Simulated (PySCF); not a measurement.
# C₅H₄Cl₂O: circular dichroism and optical rotation, excited states, first hyperpolarisability

Aim: compute the circular dichroism and optical rotation, excited states, first hyperpolarisability of C₅H₄Cl₂O (`C=C(Cl)/C(Cl)=C\C=O`).

Computed with PySCF 2.14.0 and routines of our own; the level stands in each step. Atoms count from 0.

## 1. The starting structure

12 atoms, charge 0, multiplicity 1; geometry from: GFN2-xTB.

## 2. Relaxing the molecule at PBE0-D3(BJ)/def2-SVP

The job: settings as JSON, then the geometry in Å.

```
{"job": {"xc": "PBE0", "basis": "def2-SVP", "d3": "d3bj", "grid": 2, "kind": "geom"}, "charge": 0, "multiplicity": 1}
C     -1.716746     0.418819    -0.001561
C     -0.940298    -0.344506    -0.761492
Cl    -1.359225    -0.676520    -2.410606
C      0.289898    -0.992897    -0.302486
Cl     0.414281    -2.660483    -0.710974
C      1.268247    -0.399908     0.400363
C      1.324237     1.023944     0.715997
O      2.112810     1.511832     1.484601
H     -2.614915     0.865942    -0.388829
H     -1.479145     0.590019     1.032806
H      2.110912    -0.984058     0.743795
H      0.591142     1.647130     0.172361
```

On the command line:

```console
OMP_NUM_THREADS=1 python excited_run.py task.json out
```

This one command runs all jobs of the session in turn.

Output:

```text
step   0  E = -1187.41699483  max force = 0.011713
step   1  E = -1187.41841365  max force = 0.001683
step   2  E = -1187.41840786  max force = 0.002005
step   3  E = -1187.41844541  max force = 0.001316
step   4  E = -1187.41843195  max force = 0.001423
step   5  E = -1187.41845734  max force = 0.000362
optimisation converged
```

Run time: 55 s. Hardware: 1 thread of Arm Neoverse V1, shared host; peak memory 0.72 GiB.

The steps of the relaxation:

```csv
step,energy from step 0 (eV),largest force component (eV/Å)
0,0.0000,0.6023
1,-0.0386,0.0865
2,-0.0385,0.1031
3,-0.0395,0.0677
4,-0.0391,0.0732
5,-0.0398,0.0186
```

Distances of close pairs at the start and the end, largest changes first:

```csv
bond,before (Å),after (Å),change (Å)
C0–H9,1.075,1.092,+0.017
C0–H8,1.075,1.091,+0.016
C5–C6,1.459,1.472,+0.012
C5–H10,1.081,1.093,+0.012
C6–H11,1.105,1.116,+0.011
C1–C3,1.464,1.473,+0.009
C0–C1,1.328,1.337,+0.009
C3–Cl4,1.721,1.727,+0.006
```

The final coordinates are the input of the step that follows.

```csv
at the end point,value
point group (found at 0.08 Å tolerance),C1
"rotational constants (GHz, main isotopes)","1.805, 0.976, 0.719"
dipole moment (D),2.23
```

## 3. Circular dichroism and optical rotation: TDDFT CAM-B3LYP/aug-cc-pVDZ

The job: settings as JSON, then the geometry in Å.

```
{"job": {"kind": "ecd", "xc": "CAM-B3LYP", "basis": "aug-cc-pVDZ", "nstates": 12}, "charge": 0, "multiplicity": 1}
C     -2.010969     0.133516    -0.087585
C     -1.200078    -0.577359    -0.877179
Cl    -1.554812    -0.810117    -2.556883
C      0.035081    -1.223469    -0.399896
Cl     0.145496    -2.914074    -0.737072
C      1.022489    -0.603923     0.276395
C      1.100956     0.847339     0.508614
O      1.949471     1.347718     1.206093
H     -2.912075     0.603276    -0.485935
H     -1.787048     0.235604     0.975937
H      1.863982    -1.190114     0.654958
H      0.341758     1.470639    -0.021498
```

Level: TDDFT CAM-B3LYP/aug-cc-pVDZ circular dichroism and optical rotation, one conformer, gas phase.

Output:

```text
coarse grid: 12248 points
cycle   1  E = -1188.2158458708  dE =  1.496e+00  |g| = 9.156e-01  |ddm| = 1.172e+01
cycle   2  E = -1187.7556221238  dE =  4.602e-01  |g| = 1.774e+00  |ddm| = 5.820e+00
cycle   3  E = -1188.4117190965  dE = -6.561e-01  |g| = 7.316e-02  |ddm| = 3.646e+00
cycle   4  E = -1188.4128767893  dE = -1.158e-03  |g| = 5.860e-02  |ddm| = 3.653e-01
cycle   5  E = -1188.4135831628  dE = -7.064e-04  |g| = 2.035e-02  |ddm| = 1.361e-01
cycle   6  E = -1188.4136918726  dE = -1.087e-04  |g| = 6.945e-03  |ddm| = 6.361e-02
cycle   7  E = -1188.4137072181  dE = -1.535e-05  |g| = 2.539e-03  |ddm| = 3.260e-02
cycle   8  E = -1188.4137095417  dE = -2.324e-06  |g| = 6.691e-04  |ddm| = 1.117e-02
final grid: 112232 points
cycle   9  E = -1188.4399169533  dE = -1.421e-05  |g| = 3.429e-03  |ddm| = 1.725e-01
cycle  10  E = -1188.4399164638  dE =  4.895e-07  |g| = 3.774e-03  |ddm| = 2.421e-02
cycle  11  E = -1188.4399201188  dE = -3.655e-06  |g| = 6.574e-04  |ddm| = 1.066e-02
cycle  12  E = -1188.4399202021  dE = -8.321e-08  |g| = 2.070e-04  |ddm| = 1.397e-03
cycle  13  E = -1188.4399202125  dE = -1.047e-08  |g| = 4.247e-05  |ddm| = 7.619e-04
cycle  14  E = -1188.4399202133  dE = -7.981e-10  |g| = 1.877e-05  |ddm| = 2.191e-04
converged SCF energy = -1188.4399202133

Singlet excitations and rotatory strengths (1e-40 esu^2 cm^2)
state   eV       nm     f(len)   f(vel)    R(len)    R(vel)   main configurations
  1   3.6302   341.5  0.00168  0.00175   -18.991   -18.846   H->L 0.53, H-1->L 0.27
  2   5.0269   246.6  0.18220  0.17686    74.337    73.206   H->L 0.42, H-1->L 0.39, H-2->L 0.13
  3   5.4469   227.6  0.15435  0.15307   -23.638   -23.216   H-2->L 0.69, H-1->L 0.19
  4   6.0435   205.2  0.10929  0.10763   -41.686   -41.418   H->L+1 0.58, H-1->L 0.12
  5   6.1595   201.3  0.10487  0.10356    45.912    45.600   H-1->L+1 0.68
  6   6.2752   197.6  0.01299  0.01276   -22.177   -21.997   H-4->L 0.73
  7   6.4415   192.5  0.01225  0.01222   -12.934   -12.905   H-3->L 0.78, H-4->L 0.09
  8   6.5515   189.2  0.10555  0.10488    12.957    13.294   H-2->L+1 0.63
  9   6.8984   179.7  0.00517  0.00501   -11.753   -11.426   H->L+2 0.52, H->L+4 0.08
 10   6.9896   177.4  0.02684  0.02675     4.739     4.738   H->L+2 0.25, H->L+5 0.16, H->L+4 0.13
 11   7.1864   172.5  0.00762  0.00718    15.237    15.033   H-1->L+2 0.34, H->L+6 0.11
 12   7.2593   170.8  0.00153  0.00128     0.594     0.305   H-3->L+1 0.25, H-2->L+4 0.08

Specific rotation (deg / (dm g/mL))
    nm     length   length(OI)   velocity    alpha(len)  alpha(vel)
  633.0      14.03      14.73      14.63       99.487     98.614
  589.3      -0.90      -0.05      -0.17      100.174     99.292
  546.0     -32.40     -31.36     -31.46      101.058    100.163
  436.0    -483.73    -481.76    -480.18      105.061    104.113
  405.0   -1122.53   -1120.04   -1114.96      107.123    106.149
```

Wall time 2.6 min (1 thread of Arm Neoverse V1, shared host); peak memory 1.1 GiB.

Warnings kept with the result: wavelengths within 0.3 eV of the first excitation or beyond it are left out.

## 4. Excited states: TDA CAM-B3LYP/def2-TZVP

The job, as its differences from that of step 3:

```diff
@@ -1,2 +1,2 @@
-{"job": {"kind": "ecd", "xc": "CAM-B3LYP", "basis": "aug-cc-pVDZ", "nstates": 12}, "charge": 0, "multiplicity": 1}
+{"job": {"kind": "states", "xc": "CAM-B3LYP", "basis": "def2-TZVP", "tda": true, "soc": true, "nstates": 6, "ntriplets": 5, "nquad": 4}, "charge": 0, "multiplicity": 1}
 C     -2.010969     0.133516    -0.087585
```

Level: TDA CAM-B3LYP/def2-TZVP excited states, vertical, gas phase, spin-orbit mean-field couplings.

Output:

```text
coarse grid: 12248 points
cycle   1  E = -1188.3335426737  dE =  1.440e+00  |g| = 9.592e-01  |ddm| = 2.972e+00
cycle   2  E = -1187.8560218602  dE =  4.775e-01  |g| = 1.846e+00  |ddm| = 4.900e+00
cycle   3  E = -1188.5342966964  dE = -6.783e-01  |g| = 7.521e-02  |ddm| = 3.875e+00
cycle   4  E = -1188.5355661308  dE = -1.269e-03  |g| = 5.880e-02  |ddm| = 1.404e-01
cycle   5  E = -1188.5361965342  dE = -6.304e-04  |g| = 2.065e-02  |ddm| = 8.643e-02
cycle   6  E = -1188.5363014334  dE = -1.049e-04  |g| = 8.222e-03  |ddm| = 3.162e-02
cycle   7  E = -1188.5363199777  dE = -1.854e-05  |g| = 2.553e-03  |ddm| = 1.584e-02
cycle   8  E = -1188.5363223458  dE = -2.368e-06  |g| = 8.710e-04  |ddm| = 9.170e-03
final grid: 112232 points
cycle   9  E = -1188.5286273625  dE = -2.858e-05  |g| = 4.898e-03  |ddm| = 4.994e-02
cycle  10  E = -1188.5286256294  dE =  1.733e-06  |g| = 5.485e-03  |ddm| = 7.866e-03
cycle  11  E = -1188.5286317932  dE = -6.164e-06  |g| = 1.153e-03  |ddm| = 5.432e-03
cycle  12  E = -1188.5286320163  dE = -2.231e-07  |g| = 2.970e-04  |ddm| = 1.323e-03
cycle  13  E = -1188.5286320359  dE = -1.962e-08  |g| = 5.340e-05  |ddm| = 6.920e-04
cycle  14  E = -1188.5286320371  dE = -1.222e-09  |g| = 1.534e-05  |ddm| = 1.998e-04
cycle  15  E = -1188.5286320373  dE = -1.346e-10  |g| = 6.393e-06  |ddm| = 6.083e-05
converged SCF energy = -1188.5286320373

Singlet excitations
state   eV       nm        f     d(h-e)  d(exc)  Lambda  PR(NTO)  |dmu|/D   mu/D   main configurations
  1   3.6774   337.2   0.00172   1.134   2.652   0.661   1.010    3.024    1.900   H->L 0.51, H-1->L 0.29
  2   5.1992   238.5   0.14724   1.666   3.289   0.658   1.106    5.001    7.279   H->L 0.39, H-2->L 0.32, H-1->L 0.21
  3   5.6363   220.0   0.23246   0.927   3.237   0.657   1.345    2.377    3.006   H-2->L 0.44, H-1->L 0.28, H->L+1 0.13
  4   6.1421   201.9   0.02956   0.959   3.392   0.502   1.701    2.681    1.784   H-4->L 0.24, H->L+1 0.21, H-1->L+1 0.17
  5   6.2869   197.2   0.02888   0.955   3.364   0.466   2.077                     H-1->L+1 0.43, H-4->L 0.35
  6   6.3428   195.5   0.17943   0.861   3.257   0.549   1.971                     H-4->L 0.29, H->L+1 0.29, H-1->L+1 0.11

Triplet excitations (Tamm-Dancoff)
state   eV     d(h-e)  d(exc)  Lambda  PR(NTO)   main configurations
  1   3.0810   0.621   2.605   0.650   1.185   H->L 0.77
  2   3.2328   0.350   2.568   0.682   1.217   H-1->L 0.84
  3   3.8490   0.335   2.458   0.653   1.380   H-2->L 0.39, H->L+1 0.31, H-2->L+1 0.13
  4   5.2632   1.285   3.247   0.639   1.379   H-2->L 0.40, H->L+1 0.24, H-1->L+1 0.09
  5   5.7078   0.511   2.688   0.622   2.126   H-2->L+1 0.26, H-1->L+1 0.21, H-8->L 0.13
S1 - T1 = 0.5964 eV

Spin-orbit couplings |<S|Hso|T>| (cm-1)
             T1       T2       T3       T4       T5
S0       38.519   36.511   15.602   76.265  103.743
S1       14.602   24.682    9.532    9.856   26.098
S2        8.461   24.197    5.513   25.089   16.226
S3       41.493    9.946   18.185   17.263   17.811
S4       35.718   54.061   45.374   42.555   34.672
S5       41.909   59.702   31.014   44.782   23.671
S6       36.770   48.459   32.605   42.275   16.901
T1 sublevels (cm-1): 0.000 0.150 0.679   radiative rates (1/s): 69.9 4.6 1.19e+03
```

Wall time 91 s (1 thread of Arm Neoverse V1, shared host); peak memory 1.2 GiB.

Key values:

```csv
quantity,value
S1 less T1,0.60 eV
```

## 5. Excited states: TDDFT CAM-B3LYP/aug-cc-pVDZ

The job, as its differences from that of step 4:

```diff
@@ -1,2 +1,2 @@
-{"job": {"kind": "states", "xc": "CAM-B3LYP", "basis": "def2-TZVP", "tda": true, "soc": true, "nstates": 6, "ntriplets": 5, "nquad": 4}, "charge": 0, "multiplicity": 1}
+{"job": {"kind": "states", "xc": "CAM-B3LYP", "basis": "aug-cc-pVDZ", "tpa": true, "nstates": 8, "nquad": 6, "ntriplets": 0}, "charge": 0, "multiplicity": 1}
 C     -2.010969     0.133516    -0.087585
```

Level: TDDFT CAM-B3LYP/aug-cc-pVDZ excited states, vertical, gas phase, two-photon moments by quadratic response.

Output:

```text
coarse grid: 12248 points
cycle   1  E = -1188.2158458708  dE =  1.496e+00  |g| = 9.156e-01  |ddm| = 1.172e+01
cycle   2  E = -1187.7556221238  dE =  4.602e-01  |g| = 1.774e+00  |ddm| = 5.820e+00
cycle   3  E = -1188.4117190965  dE = -6.561e-01  |g| = 7.316e-02  |ddm| = 3.646e+00
cycle   4  E = -1188.4128767893  dE = -1.158e-03  |g| = 5.860e-02  |ddm| = 3.653e-01
cycle   5  E = -1188.4135831628  dE = -7.064e-04  |g| = 2.035e-02  |ddm| = 1.361e-01
cycle   6  E = -1188.4136918726  dE = -1.087e-04  |g| = 6.945e-03  |ddm| = 6.361e-02
cycle   7  E = -1188.4137072181  dE = -1.535e-05  |g| = 2.539e-03  |ddm| = 3.260e-02
cycle   8  E = -1188.4137095417  dE = -2.324e-06  |g| = 6.691e-04  |ddm| = 1.117e-02
final grid: 112232 points
cycle   9  E = -1188.4399169533  dE = -1.421e-05  |g| = 3.429e-03  |ddm| = 1.725e-01
cycle  10  E = -1188.4399164638  dE =  4.895e-07  |g| = 3.774e-03  |ddm| = 2.421e-02
cycle  11  E = -1188.4399201188  dE = -3.655e-06  |g| = 6.574e-04  |ddm| = 1.066e-02
cycle  12  E = -1188.4399202021  dE = -8.321e-08  |g| = 2.070e-04  |ddm| = 1.397e-03
cycle  13  E = -1188.4399202125  dE = -1.047e-08  |g| = 4.247e-05  |ddm| = 7.619e-04
cycle  14  E = -1188.4399202133  dE = -7.981e-10  |g| = 1.877e-05  |ddm| = 2.191e-04
converged SCF energy = -1188.4399202133

Singlet excitations
state   eV       nm        f     d(h-e)  d(exc)  Lambda  PR(NTO)  |dmu|/D   mu/D   delta(TPA)   sigma/GM   main configurations
  1   3.6302   341.5   0.00168   1.133   2.674   0.644   1.013    3.060    1.968        2.00      0.010   H->L 0.53, H-1->L 0.27
  2   5.0271   246.6   0.18222   1.156   3.199   0.653   1.170    3.404    5.727      117.07      1.084   H->L 0.42, H-1->L 0.39, H-2->L 0.13
  3   5.4471   227.6   0.15439   0.922   3.334   0.638   1.347    2.516    4.339      164.20      1.785   H-2->L 0.69, H-1->L 0.19
  4   6.0436   205.1   0.10919   1.255   3.479   0.571   1.563    3.207    0.851       84.50      1.131   H->L+1 0.58, H-1->L 0.12
  5   6.1598   201.3   0.10506   1.080   3.299   0.507   1.284    3.033    1.527      140.54      1.954   H-1->L+1 0.68
  6   6.2753   197.6   0.01297   1.615   3.373   0.394   1.328    4.452    5.621        5.88      0.085   H-4->L 0.73
  7   6.4416   192.5   0.01225   2.047   3.541   0.342   1.087                                            H-3->L 0.78, H-4->L 0.09
  8   6.5518   189.2   0.10562   0.474   3.069   0.581   1.623                                            H-2->L+1 0.63
```

It took 76 s on 1 thread of Arm Neoverse V1, shared host; peak memory 0.92 GiB.

## 6. First hyperpolarisability: quadratic response CAM-B3LYP/aug-cc-pVDZ

The job, as its differences from that of step 5:

```diff
@@ -1,2 +1,2 @@
-{"job": {"kind": "states", "xc": "CAM-B3LYP", "basis": "aug-cc-pVDZ", "tpa": true, "nstates": 8, "nquad": 6, "ntriplets": 0}, "charge": 0, "multiplicity": 1}
+{"job": {"kind": "beta", "xc": "CAM-B3LYP", "basis": "aug-cc-pVDZ"}, "charge": 0, "multiplicity": 1}
 C     -2.010969     0.133516    -0.087585
```

Method: quadratic response CAM-B3LYP/aug-cc-pVDZ first hyperpolarisability, Taylor convention, gas phase.

Output:

```text
coarse grid: 12248 points
cycle   1  E = -1188.2158458708  dE =  1.496e+00  |g| = 9.156e-01  |ddm| = 1.172e+01
cycle   2  E = -1187.7556221238  dE =  4.602e-01  |g| = 1.774e+00  |ddm| = 5.820e+00
cycle   3  E = -1188.4117190965  dE = -6.561e-01  |g| = 7.316e-02  |ddm| = 3.646e+00
cycle   4  E = -1188.4128767893  dE = -1.158e-03  |g| = 5.860e-02  |ddm| = 3.653e-01
cycle   5  E = -1188.4135831628  dE = -7.064e-04  |g| = 2.035e-02  |ddm| = 1.361e-01
cycle   6  E = -1188.4136918726  dE = -1.087e-04  |g| = 6.945e-03  |ddm| = 6.361e-02
cycle   7  E = -1188.4137072181  dE = -1.535e-05  |g| = 2.539e-03  |ddm| = 3.260e-02
cycle   8  E = -1188.4137095417  dE = -2.324e-06  |g| = 6.691e-04  |ddm| = 1.117e-02
final grid: 112232 points
cycle   9  E = -1188.4399169533  dE = -1.421e-05  |g| = 3.429e-03  |ddm| = 1.725e-01
cycle  10  E = -1188.4399164638  dE =  4.895e-07  |g| = 3.774e-03  |ddm| = 2.421e-02
cycle  11  E = -1188.4399201188  dE = -3.655e-06  |g| = 6.574e-04  |ddm| = 1.066e-02
cycle  12  E = -1188.4399202021  dE = -8.321e-08  |g| = 2.070e-04  |ddm| = 1.397e-03
cycle  13  E = -1188.4399202125  dE = -1.047e-08  |g| = 4.247e-05  |ddm| = 7.619e-04
cycle  14  E = -1188.4399202133  dE = -7.981e-10  |g| = 1.877e-05  |ddm| = 2.191e-04
converged SCF energy = -1188.4399202133

Lowest singlets (eV, f): 3.6302 0.0017  5.0271 0.1822  5.4471 0.1544

First hyperpolarisability (au)
process     nm      |vector|   parallel      HRS      DR
static         -      260.02      74.72     109.52   4.729
shg       1907.0      287.60       86.2     120.61   4.817
eope      1907.0      268.77      78.34          -       -
shg       1064.0      366.08     120.01     152.09   4.994
eope      1064.0      289.70      87.08          -       -
```

Wall time 59 s (1 thread of Arm Neoverse V1, shared host); peak memory 0.91 GiB.

## 7. Outcome

```
                                                                                         quantity                                                          value
                                                                                      point group                                                             C1
                                                             rotational constants (main isotopes)                                           1.81, 0.98, 0.72 GHz
state of largest rotatory strength (velocity form) among 12 (step 3, TDDFT CAM-B3LYP/aug-cc-pVDZ)  5.03 eV, R = +73.2 (velocity), +74.3 (length) ·10⁻⁴⁰ esu² cm²
                              specific rotation at 633.0 nm (step 3, TDDFT CAM-B3LYP/aug-cc-pVDZ)                                 14.6 (velocity), 14.0 (length)
                                                     S1 less T1 (step 4, TDA CAM-B3LYP/def2-TZVP)                                                        0.60 eV
                                      β vector (step 6, quadratic response CAM-B3LYP/aug-cc-pVDZ)            static 260, SHG 1907.0 nm 288, SHG 1064.0 nm 366 au
```

**Reading.** Relaxing lowered the energy by 0.040 eV in 5 steps; the close pair that moved most is C0–H9, from 1.075 to 1.092 Å. Rotations belong to one conformer and to the handedness of the start; where its mirror image forms freely, a sample shows none. In step 4, the number of triplets below S1 is 2, and the largest singlet-triplet spin-orbit coupling is S0–T5, 103.74 cm⁻¹. β grows from 260 au (static) to 366 au for doubling at 1064.0 nm: normal dispersion, which grows as twice the photon energy moves toward the bright states.
